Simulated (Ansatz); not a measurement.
# MgO (Fm-3m): an equation of state far from equilibrium

One table from this session's results is given with a row withheld; the runs are named, their logs left out.

The COD entry's cell or inner coordinates are ideal or old and differ from later refinements, so a difference from it is no clean test against experiment.

Program: Ansatz 0.2.0. Level of theory: DFT PBEsol, scalar-relativistic, plane waves, PAW. These are calculated values, not measurements.

**The structure to begin with**

Symmetry: Fm-3m, No. 225, cubic system. The conventional cell has a = 4.214 Å, b = 4.214 Å, c = 4.214 Å, α = 90.00°, β = 90.00°, γ = 90.00°. Mg (site symmetry m-3m) is surrounded by 6 O at 2.11 Å. O (site symmetry m-3m) has 6 Mg at 2.11 Å as nearest neighbours.

Coordinates:

```xyz
2
Lattice="0.0000 2.1071 2.1071 2.1071 0.0000 2.1071 2.1071 2.1071 0.0000" Properties=species:S:1:pos:R:3 pbc="T T T"
Mg    0.0000    0.0000    0.0000
O     2.1071    2.1071    2.1071
```

This cell comes from an earlier session at PBEsol: 9.355 Å³/atom at 0.00 GPa, on a 10×10×10 mesh.

The first run:

Input file input.yaml:

```yaml
crystal:
  lattice:
    - [0.0, 2.078579858, 2.078579858]
    - [2.078579858, 0.0, 2.078579858]
    - [2.078579858, 2.078579858, 0.0]
  atoms:
    - { symbol: Mg, position: [0.0, 0.0, 0.0] }
    - { symbol: O, position: [0.5, 0.5, 0.5] }
basis:
  ecutwfc: 420
  ecutrho_ratio: 4
kpoints:
  mp_grid: { grid: [10, 10, 10] }
hamiltonian:
  xc: pbesol
scf:
  occupations: { method: gaussian, width: 0.05 }
output:
  forces: true
  stress: true
  eigenvalues: true
```

The run is started by

```bash
$ ansatz run input.yaml --threads 1 --pin off --max-ram 2560MiB --backend cpu --events-out ev --progress --plain --runs-dir out
```

Steps of the session up to this table: Volume × 0.96; Volume × 1.04; Volume × 0.92; Volume × 0.88; Volume × 0.84; Volume × 0.8; Volume × 0.76; Volume × 0.72; Volume × 0.68; Volume × 0.64.

One table of the session follows, with a row left open; its other results are not shown here.

It belongs to the step «The curve». 

```
volume (Å³/atom)  energy above the lowest (meV/atom)  pressure (GPa)  gap on the mesh (eV)
           5.987                              1263.4           176.2                  8.98
           6.361                                   ?               ?                     ?
           6.735                               628.3           101.8                  8.48
           7.110                               421.7            76.1                  7.74
           7.484                               268.7            55.7                  7.08
           7.858                               158.4            39.4                  6.49
           8.232                                82.3            26.2                  5.95
           8.606                                34.0            15.6                  5.46
           8.980                                 7.9             7.0                  5.02
           9.355                                 0.0             0.0                  4.62
           9.729                                 6.9            -5.7                  4.25
```

**Question.** Estimate the row for volume (Å³/atom) = 6.361.

Worked estimate for «energy above the lowest (meV/atom)». A straight line through the neighbours (5.987, 1263.4) and (6.735, 628.3) gives 1263.4 + (628.3 − 1263.4) × (6.361 − 5.987) / (6.735 − 5.987) = 945.9; a parabola fitted to 3 rows on both sides gives 908.7.

The run gave: energy above the lowest (meV/atom): 902.7; pressure (GPa): 134.4; gap on the mesh (eV): 9.04. In «energy above the lowest (meV/atom)» the line misses by +43.2 and the parabola by +6.0.

To keep in mind: Other structures may be lower in enthalpy at these pressures.
